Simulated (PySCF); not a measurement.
**C₂H₆O₂Si₂: geometry, spin-spin couplings**

What spin-spin couplings should C₂H₆O₂Si₂ (`C#C[Si@@H](O)O[SiH3]`) show?

Programs: PySCF 2.14.0, with density-fitted response routines of our own. Each step states its level of theory. These are calculated values for one molecule in the gas phase, unless marked as measured. Atoms are numbered from 0 throughout.

## 1. The molecule as given

12 atoms, charge 0, multiplicity 1; geometry from: GFN2-xTB. The atoms were then displaced at random by about 0.01 Å, so the start is not that level's minimum.

Bonds of the start (Å): C0–C1 1.20, C1–Si2 1.86, Si2–O3 1.65, Si2–O4 1.61, O4–Si5 1.63, C0–H6 1.06, Si2–H7 1.43, O3–H8 0.96, Si5–H9 1.45, Si5–H10 1.46, Si5–H11 1.47.

## 2. Relaxing the molecule at PBE0-D3(BJ)/def2-SVP

What the job is given:

```
{"job": {"xc": "PBE0", "basis": "def2-SVP", "d3": "d3bj", "grid": 1, "shake": 0.01, "kind": "geom"}, "charge": 0, "multiplicity": 1}
C      2.174640     1.285740    -1.447530
C      1.426800     0.411910    -1.104020
Si     0.283780    -0.959560    -0.574740
O      1.156770    -2.189880     0.084060
O     -0.705430    -0.341700     0.538680
Si    -1.837460     0.654250     1.149190
H      2.799810     2.089380    -1.759100
H     -0.429770    -1.556210    -1.656760
H      1.554510    -2.113790     0.953650
H     -1.426810     2.027800     0.909380
H     -3.104710     0.335910     0.491100
H     -1.852450     0.327890     2.583570
```

The run is started by

```
$ OMP_NUM_THREADS=1 python probes_run.py task.json out
```

The driver reads the jobs from task.json and runs them one after another.

**Question.** This job is followed by: B3LYP/cc-pVTZ indirect spin-spin coupling, non-relativistic, gas phase; B3LYP/6-31G* indirect spin-spin coupling, non-relativistic, gas phase. What will the session give for the following? point group; rotational constants (main isotopes); largest coupling of the table (B3LYP/cc-pVTZ); range of J(C0,C1), mean over like pairs.

**Answer**, as computed:

| quantity | value |
| --- | --- |
| point group | C1 |
| rotational constants (main isotopes) | 3.05, 1.49, 1.07 GHz |
| largest coupling of the table (B3LYP/cc-pVTZ) | ¹J(C,C) C0–C1, 251.1 Hz |
| range of J(C0,C1), mean over like pairs | 143.3 to 251.1 Hz |

**Reading.** The optimisation took 11 steps and gained 0.184 eV; among the close pairs (by a distance rule), Si2–H7 changed most, from 1.427 to 1.478 Å. No frequency check was run at this level, so the end point may be a saddle. In the run at B3LYP/cc-pVTZ, the largest coupling of the table is C0–C1, 251.1 Hz, of which the Fermi-contact term gives 244.5 Hz. Couplings across rotatable bonds belong to this one conformer; where others are populated, the observed values are averages. The coupling C0–C1, as a mean over pairs of its kind, runs from 143.3 Hz (B3LYP/6-31G*) to 251.1 Hz (B3LYP/cc-pVTZ). Couplings from bases without tight functions are rough.
